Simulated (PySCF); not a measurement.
**C6H15BS3: NMR shifts at several levels of theory**

Aim: compute the NMR shifts of C6H15BS3 (`CCSB(SCC)SCC`) at several levels, and see how far they spread and what each costs.

Programs: PySCF 2.14.0, with density-fitted response routines of our own. Each step states its level of theory. These are calculated values for one molecule in the gas phase, unless marked as measured. Atoms are numbered from 0 throughout.

### Step 1. The starting structure

25 atoms, charge 0, multiplicity 1; geometry from: GFN2-xTB.

Bonds of the start (Å): C0–C1 1.51, C1–S2 1.84, S2–B3 1.80, B3–S4 1.80, S4–C5 1.83, C5–C6 1.52, B3–S7 1.80, S7–C8 1.84, C8–C9 1.51, C0–H10 1.09, C0–H11 1.09, C0–H12 1.09, C1–H13 1.09, C1–H14 1.09, C5–H15 1.09, C5–H16 1.09, C6–H17 1.09, C6–H18 1.09, C6–H19 1.09, C8–H20 1.09, C8–H21 1.09, C9–H22 1.09, C9–H23 1.09, C9–H24 1.09.

### Step 2. Optimising the geometry at PBE0-D3(BJ)/def2-SVP

Job settings and geometry (Å):

```
{"job": {"xc": "PBE0", "basis": "def2-SVP", "d3": "d3bj", "grid": 1, "kind": "geom"}, "charge": 0, "multiplicity": 1}
C      4.114420    -0.693720    -0.681050
C      2.876760     0.091290    -0.298730
S      1.412490    -1.016580    -0.301560
B      0.051780     0.091070     0.113710
S      0.385370     1.839910     0.409720
C     -1.261420     2.574520     0.741400
C     -2.018890     2.869030    -0.537480
S     -1.620720    -0.568990     0.251810
C     -1.392390    -2.358900    -0.083230
C     -2.722380    -3.075380     0.029290
H      4.281760    -1.505160     0.023030
H      4.002590    -1.118220    -1.675910
H      4.981710    -0.037380    -0.673270
H      2.961130     0.512580     0.702630
H      2.675650     0.894170    -1.007050
H     -1.044760     3.489920     1.291240
H     -1.808580     1.881270     1.378770
H     -1.438390     3.526730    -1.180820
H     -2.231940     1.947140    -1.073790
H     -2.961650     3.355700    -0.296750
H     -0.970860    -2.449090    -1.084010
H     -0.671310    -2.734680     0.642160
H     -3.436920    -2.664750    -0.680060
H     -3.129960    -2.964030     1.031100
H     -2.586260    -4.133990    -0.180290
```

Output:

```text
step   0  E = -1455.91609166  max force = 0.012570
step   1  E = -1455.91798672  max force = 0.003739
step   2  E = -1455.91809892  max force = 0.001052
step   3  E = -1455.91811062  max force = 0.000418
optimisation converged
```

Run time: 62 s. Hardware: 8 threads of Intel Xeon Platinum 8375C at 2.90GHz (Ice Lake), shared host.

Step by step:

```
step  energy from step 0 (eV)  largest force component (eV/Å)
   0                   0.0000                          0.6464
   1                  -0.0516                          0.1923
   2                  -0.0546                          0.0541
   3                  -0.0549                          0.0215
```

Distances of close pairs at the start and the end, largest changes first:

```
  bond  before (Å)  after (Å)  change (Å)
C6–H19       1.088      1.102      +0.014
C0–H10       1.087      1.101      +0.013
C9–H23       1.087      1.101      +0.013
C9–H22       1.087      1.101      +0.013
C0–H11       1.087      1.101      +0.013
C0–H12       1.088      1.101      +0.013
C9–H24       1.088      1.101      +0.013
C6–H17       1.088      1.100      +0.012
```

The end geometry stands in the next job.

| at the end point | value |
| --- | --- |
| point group (found at 0.08 Å tolerance) | C1 |
| rotational constants (GHz, main isotopes) | 0.781, 0.626, 0.363 |
| dipole moment (D) | 0.18 |

### Step 3. Nuclear shieldings: PBE0/pcSseg-1

Job settings and geometry (Å):

```
{"job": {"kind": "nmr", "xc": "PBE0", "basis": "pcSseg-1", "pop": false}, "charge": 0, "multiplicity": 1}
C      4.132080    -0.697880    -0.674680
C      2.892726     0.091170    -0.304278
S      1.432846    -1.007790    -0.306173
B      0.060587     0.088596     0.100827
S      0.382957     1.838628     0.398331
C     -1.262335     2.562507     0.727956
C     -2.041234     2.895816    -0.528652
S     -1.612196    -0.578465     0.224224
C     -1.397421    -2.367451    -0.076908
C     -2.734064    -3.072949     0.029699
H      4.315571    -1.515486     0.038985
H      4.040985    -1.139014    -1.678914
H      5.015359    -0.040816    -0.671427
H      2.987486     0.539064     0.696522
H      2.710314     0.909592    -1.017030
H     -1.049528     3.467173     1.317109
H     -1.818444     1.872832     1.381546
H     -1.475027     3.580542    -1.177357
H     -2.268565     1.986366    -1.103755
H     -2.996046     3.380092    -0.267583
H     -0.953595    -2.498821    -1.075418
H     -0.678477    -2.757796     0.659134
H     -3.454041    -2.681439    -0.704992
H     -3.172537    -2.951443     1.031857
H     -2.610172    -4.150568    -0.158162
```

Method: GIAO PBE0/pcSseg-1 NMR shielding, non-relativistic, gas phase.

Output:

```text
coarse grid: 21776 points
cycle   1  E = -1456.2510422829  dE =  8.077e-01  |g| = 3.878e-01  |ddm| = 4.425e+00
cycle   2  E = -1456.2574905578  dE = -6.448e-03  |g| = 3.818e-01  |ddm| = 7.214e-01
cycle   3  E = -1456.2940540638  dE = -3.656e-02  |g| = 4.931e-02  |ddm| = 3.160e-01
cycle   4  E = -1456.2944931654  dE = -4.391e-04  |g| = 3.009e-02  |ddm| = 9.547e-02
cycle   5  E = -1456.2947496352  dE = -2.565e-04  |g| = 6.680e-03  |ddm| = 3.904e-02
cycle   6  E = -1456.2947613218  dE = -1.169e-05  |g| = 2.105e-03  |ddm| = 8.775e-03
cycle   7  E = -1456.2947622670  dE = -9.451e-07  |g| = 3.682e-04  |ddm| = 2.472e-03
final grid: 194280 points
cycle   8  E = -1456.3598051189  dE = -4.547e-05  |g| = 1.215e-02  |ddm| = 3.910e-02
cycle   9  E = -1456.3597861071  dE =  1.901e-05  |g| = 1.491e-02  |ddm| = 2.361e-02
cycle  10  E = -1456.3598422001  dE = -5.609e-05  |g| = 5.209e-04  |ddm| = 1.337e-02
cycle  11  E = -1456.3598422592  dE = -5.905e-08  |g| = 1.913e-04  |ddm| = 6.519e-04
cycle  12  E = -1456.3598422677  dE = -8.535e-09  |g| = 4.389e-05  |ddm| = 1.755e-04
cycle  13  E = -1456.3598422681  dE = -4.129e-10  |g| = 1.708e-05  |ddm| = 5.838e-05
converged SCF energy = -1456.3598422681

GIAO shielding tensors (ppm)
atom      isotropic    diamagn.    paramagn.     s11        s22        s33       span
  0 C      168.382     243.438     -75.056    155.354    163.150    186.643     31.289
  1 C      154.992     255.284    -100.292    139.765    154.862    170.350     30.586
  2 S      479.396    1063.422    -584.026    335.650    510.705    591.833    256.183
  3 B       42.233     197.900    -155.667     11.151     11.473    104.074     92.923
  4 S      468.446    1062.503    -594.057    330.598    511.205    563.535    232.937
  5 C      155.248     253.272     -98.025    133.125    159.743    172.875     39.750
  6 C      166.007     247.323     -81.316    148.076    165.264    184.680     36.604
  7 S      488.888    1063.089    -574.201    343.263    512.098    611.304    268.041
  8 C      155.564     255.032     -99.468    139.867    156.354    170.471     30.604
  9 C      168.309     243.482     -75.174    155.246    163.034    186.646     31.400
 10 H       29.984      28.016       1.968     25.330     28.385     36.237     10.908
 11 H       30.002      28.148       1.854     25.425     28.404     36.177     10.752
 12 H       29.872      25.360       4.512     24.605     27.039     37.973     13.368
 13 H       28.694      33.890      -5.196     22.312     30.178     33.592     11.280
 14 H       28.654      34.147      -5.493     21.967     30.621     33.375     11.408
 15 H       28.864      30.962      -2.099     22.321     27.615     36.655     14.334
 16 H       28.290      33.584      -5.294     23.731     28.680     32.459      8.727
 17 H       30.209      29.321       0.889     25.919     28.259     36.450     10.532
 18 H       29.596      31.103      -1.508     23.824     31.685     33.277      9.453
 19 H       30.095      26.950       3.145     25.528     26.407     38.349     12.820
 20 H       28.647      34.096      -5.449     22.190     30.294     33.456     11.266
 21 H       28.652      34.031      -5.379     22.073     30.354     33.528     11.455
 22 H       29.973      27.986       1.986     25.356     28.426     36.136     10.781
 23 H       29.977      27.963       2.014     25.356     28.294     36.283     10.927
 24 H       29.854      25.528       4.326     24.581     27.044     37.936     13.355
```

It took 43 s on 8 threads of Intel Xeon Platinum 8375C at 2.90GHz (Ice Lake), shared host.

The references, computed at this level on geometries of the same kind, shield at (ppm): ¹H TMS 31.27, ¹³C TMS 184.4, ¹¹B BF3·OEt2 100.7, ³³S CS2 496. Their shielding less the atom's gives the shift. The references are single molecules in the gas phase. Atoms listed in one row are averaged.

```csv
atoms,environment,σ (ppm),δ (ppm),δ scaled to CDCl3
"C1, C5, C8",sp3 CH2 bonded to S,155.3,29.1,24.2
"C0, C6, C9",methyl carbon,167.6,16.8,15.8
"H13, H14, H15, H16, H20, H21",hydrogen on an sp3 CH2 bonded to S,28.63,2.63,2.71
"H10, H11, H12, H17, H18 and 4 more",hydrogen on a methyl carbon,29.95,1.32,1.46
"S2, S4, S7","sulfur bonded to C, B",479,17,–
B3,boron bonded to 3 S,42.2,58.5,–
```

The scaled column applies a straight-line fit of computed shieldings to shifts measured in CDCl3, with any fitted terms for Cl, Br or S neighbours (root-mean-square error 0.21 ppm for H, 2.0 ppm for C).

### Step 4. Shielding tensors: PBE/pcSseg-1

Same as in step 3 but for these lines:

```diff
@@ -1,2 +1,2 @@
-{"job": {"kind": "nmr", "xc": "PBE0", "basis": "pcSseg-1", "pop": false}, "charge": 0, "multiplicity": 1}
+{"job": {"kind": "nmr", "xc": "PBE", "basis": "pcSseg-1", "pop": false}, "charge": 0, "multiplicity": 1}
 C      4.132080    -0.697880    -0.674680
```

Method: GIAO PBE/pcSseg-1 NMR shielding, non-relativistic, gas phase.

Output:

```text
coarse grid: 21776 points
cycle   1  E = -1456.0219945508  dE =  5.664e-01  |g| = 6.267e-01  |ddm| = 4.539e+00
cycle   2  E = -1455.9016100322  dE =  1.204e-01  |g| = 9.196e-01  |ddm| = 1.412e+00
cycle   3  E = -1456.1303928849  dE = -2.288e-01  |g| = 9.842e-02  |ddm| = 8.427e-01
cycle   4  E = -1456.1327746502  dE = -2.382e-03  |g| = 4.091e-02  |ddm| = 1.833e-01
cycle   5  E = -1456.1331419435  dE = -3.673e-04  |g| = 1.427e-02  |ddm| = 5.320e-02
cycle   6  E = -1456.1331918635  dE = -4.992e-05  |g| = 4.809e-03  |ddm| = 1.815e-02
cycle   7  E = -1456.1331978272  dE = -5.964e-06  |g| = 1.588e-03  |ddm| = 6.153e-03
final grid: 194280 points
cycle   8  E = -1456.2204873338  dE = -2.911e-05  |g| = 2.012e-02  |ddm| = 5.277e-02
cycle   9  E = -1456.2202895970  dE =  1.977e-04  |g| = 3.408e-02  |ddm| = 4.689e-02
cycle  10  E = -1456.2205888417  dE = -2.992e-04  |g| = 1.768e-03  |ddm| = 3.134e-02
cycle  11  E = -1456.2205896218  dE = -7.801e-07  |g| = 5.763e-04  |ddm| = 2.186e-03
cycle  12  E = -1456.2205897078  dE = -8.596e-08  |g| = 1.750e-04  |ddm| = 7.392e-04
cycle  13  E = -1456.2205897160  dE = -8.187e-09  |g| = 5.427e-05  |ddm| = 2.369e-04
cycle  14  E = -1456.2205897168  dE = -8.035e-10  |g| = 7.610e-06  |ddm| = 5.790e-05
converged SCF energy = -1456.2205897168

GIAO shielding tensors (ppm)
atom      isotropic    diamagn.    paramagn.     s11        s22        s33       span
  0 C      163.597     243.497     -79.900    149.939    157.972    182.879     32.940
  1 C      148.100     255.049    -106.950    132.742    147.013    164.544     31.802
  2 S      445.793    1063.627    -617.834    314.377    476.520    546.483    232.106
  3 B       40.644     199.426    -158.782     10.804     11.105    100.021     89.217
  4 S      435.188    1062.772    -627.584    306.560    468.259    530.746    224.186
  5 C      148.476     253.363    -104.887    124.302    153.921    167.204     42.902
  6 C      161.362     247.198     -85.836    142.820    160.609    180.657     37.837
  7 S      455.871    1063.338    -607.467    321.769    477.874    567.969    246.201
  8 C      148.740     254.800    -106.060    132.894    148.629    164.698     31.803
  9 C      163.520     243.541     -80.021    149.834    157.844    182.883     33.050
 10 H       29.910      28.168       1.742     25.532     28.366     35.831     10.299
 11 H       29.930      28.340       1.590     25.632     28.381     35.776     10.144
 12 H       29.798      25.246       4.552     24.741     27.120     37.532     12.792
 13 H       28.498      33.900      -5.401     22.333     30.009     33.153     10.819
 14 H       28.453      34.216      -5.763     21.982     30.464     32.913     10.930
 15 H       28.703      30.620      -1.917     22.319     27.711     36.078     13.759
 16 H       28.063      33.778      -5.715     23.744     28.470     31.975      8.231
 17 H       30.168      29.373       0.795     26.117     28.280     36.106      9.990
 18 H       29.519      31.473      -1.954     23.948     31.690     32.918      8.970
 19 H       30.007      26.778       3.229     25.619     26.497     37.904     12.286
 20 H       28.455      34.170      -5.715     22.212     30.142     33.010     10.798
 21 H       28.451      34.084      -5.633     22.085     30.191     33.077     10.992
 22 H       29.899      28.168       1.731     25.566     28.404     35.728     10.162
 23 H       29.906      28.123       1.783     25.560     28.272     35.887     10.327
 24 H       29.777      25.448       4.330     24.714     27.122     37.496     12.781
```

Run time: 33 s. Hardware: 8 threads of Intel Xeon Platinum 8375C at 2.90GHz (Ice Lake), shared host.

Key values: δ C1 31.6, C0 17.2, S2 45, B3 54.1, H13 2.76, H10 1.32 ppm (means over like atoms).

[end of part 1 of 2]
